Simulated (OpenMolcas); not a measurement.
# Cu⁴⁺ among point charges: CASSCF and CASPT2 levels and susceptibility

How does a field of 6 point charges split the states of Cu⁴⁺, and what χT follows?

Method: state-averaged CASSCF and CASPT2, spin-orbit coupling by RASSI with atomic mean-field integrals. Code: OpenMolcas 26.06.

**1. The system**

* Species: Cu⁴⁺ (copper, Z = 29, 25 electrons)
* Basis: ANO-RCC-VDZP [5s4p2d1f], 34 functions
* Scalar Hamiltonian: DKH2, point nucleus
* Inactive shells: 1s 2s 2p 3s 3p
* Active space: 7 electrons in 5 orbitals (3d)
* Some configurations of this space: 3d7
* Orbitals: optimised for each spin and parity, averaged over all roots

Outer shells as boxes (Hund's rule):

3d7
```
3d [↑↓][↑↓][↑ ][↑ ][↑ ]
```

The ion sits among 6 point charges of -2.2 e arranged as an octahedron (Oh), 1.91 Å from the ion.

The work runs as a chain of OpenMolcas steps in one folder; each step below is one input file. Labels, J, g values, rates, χT and fits are worked out afterwards by a script from the matrices that RASSI stores. The input lists half of the charges; inversion (Group=XYZ) makes the rest.

**2. One- and two-electron integrals**

File a.inp:

```
&GATEWAY
Coord
1

Cu 0.0 0.0 0.0
Basis=ANO-RCC-VDZP
Group=XYZ
NoMove
AngMom=0.0 0.0 0.0
AMFI
XField
3 Angstrom 0
1.910000 0.000000 0.000000 -2.200000
0.000000 1.910000 0.000000 -2.200000
0.000000 0.000000 1.910000 -2.200000
&SEWARD
```

The run is started by

```
$ OMP_NUM_THREADS=1 MOLCAS_MEM=1689 MOLCAS_PROJECT=a pymolcas a.inp > a.log
```

**3. Reference wave functions, quartets of even parity, 10 roots**

File a.inp:

```
&RASSCF
FileOrb=start.orb
Symmetry=1
Spin=4
nActEl=7 0 0
Inactive=3 6
Ras2=5 0
CIRoot=10 10 1
SDav=10
CIMx=300
Iter=120 100
PrWF=0.3
OrbListing=Nothing
MaxOrb=0
>>> COPY $Project.JobIph JOB001
```

start.orb holds the contracted functions of the basis, ordered by shell, or the orbitals of the step before.

**4. Reference wave functions, doublets of even parity, 40 roots**

File a.inp:

```
&RASSCF
FileOrb=start.orb
Symmetry=1
Spin=2
nActEl=7 0 0
Inactive=3 6
Ras2=5 0
CIRoot=40 40 1
SDav=40
CIMx=300
Iter=120 100
PrWF=0.3
OrbListing=Nothing
MaxOrb=0
>>> COPY $Project.JobIph JOB002
```

**5. State interaction with spin-orbit coupling**

File a.inp:

```
&RASSI
NrOfJobIphs=2 10 40
1 2 3 4 5 6 7 8 9 10
1 2 3 4 5 6 7 8 9 10 11 12 13 14 15 16 17 18 19 20 21 22 23 24 25 26 27
28 29 30 31 32 33 34 35 36 37 38 39 40
IphNames
JOB001
JOB002
EJob
SpinOrbit
DIPRint=1.0
SOCoupling=1000.0
Subsets=2
Property=9
'ANGMOM' 1 'ANGMOM' 2 'ANGMOM' 3 'MLTPL  1' 1 'MLTPL  1' 2 'MLTPL  1' 3
'AMFI' 1 'AMFI' 2 'AMFI' 3
SOProperty=3
'ANGMOM' 1 'ANGMOM' 2 'ANGMOM' 3
```

**6. CASPT2: IPEA 0.25, imaginary shift 0.1 (closed shells correlated: 3s 3p)**

File a.inp:

```
>>> COPY JOB001 $Project.JobIph
&CASPT2
Multistate=10 1 2 3 4 5 6 7 8 9 10
NoMult
Frozen=2 3
IPEA=0.25
Imaginary=0.1
MaxIter=60
WThr=0.0 0.3 0.05
PrWF=0.5
NoMix
>>> COPY JOB002 $Project.JobIph
&CASPT2
Multistate=40 1 2 3 4 5 6 7 8 9 10 11 12 13 14 15 16 17 18 19 20 21 22
23 24 25 26 27 28 29 30 31 32 33 34 35 36 37 38 39 40
NoMult
Frozen=2 3
IPEA=0.25
Imaginary=0.1
MaxIter=60
WThr=0.0 0.3 0.05
PrWF=0.5
NoMix
```

(Steps that only read results are left out.)

**Question.** What will these runs give? Wanted: spin-free ground state; first state of the same spin within the active space; lowest level; next level.

As calculated:

| quantity | value |
| --- | --- |
| method | SS-CASPT2, IPEA 0.25, imaginary shift 0.1 (closed shells correlated: 3s 3p) |
| spin-free ground state | 4T1, 3-fold in its orbital part |
| first state of the same spin within the active space | 4T2 at 2500 cm⁻¹ |
| lowest level | 2-fold Γ6, g = 4.88, 4.88, 4.88 |
| next level | 501.7 cm⁻¹ |
| χT at 300 K | 4.18 cm³ K/mol |
| effective moment at 300 K | 5.78 μB |

Cost by method:

```
                                              method  time of its own steps  time with the reference
                                           A. CASSCF                   12 s                     12 s
B. SS-CASPT2, IPEA 0.25, imaginary shift 0.1, +3s 3p                    3 s                     15 s
```

Times are of one thread on a shared host.

What this shows: The spin-free ground state (4T1) comes to 100 % from free-ion F terms and keeps the highest spin of the shell. χT at 300 K is 4.18, against 1.88 cm³ K/mol for the spin alone, so orbital moment adds to it. An active space of the d shell alone favours high spin; real ions in strong fields can be low spin. A ligand-field fit to the states below 45000 cm-1 gives 10Dq = 2845 cm-1, B = 1387 cm-1 and C = 5486 cm-1 (C/B = 3.96), with a deviation of 777 cm-1. CASPT2 does not keep the components of a term degenerate, and the means are used. The field of point charges can differ much from that of real complexes. With metal d orbitals alone active, the gaps between spin states are rough; where two lie within a few thousand cm-1, their order is open. This is an electrostatic model: the charges have no orbitals.
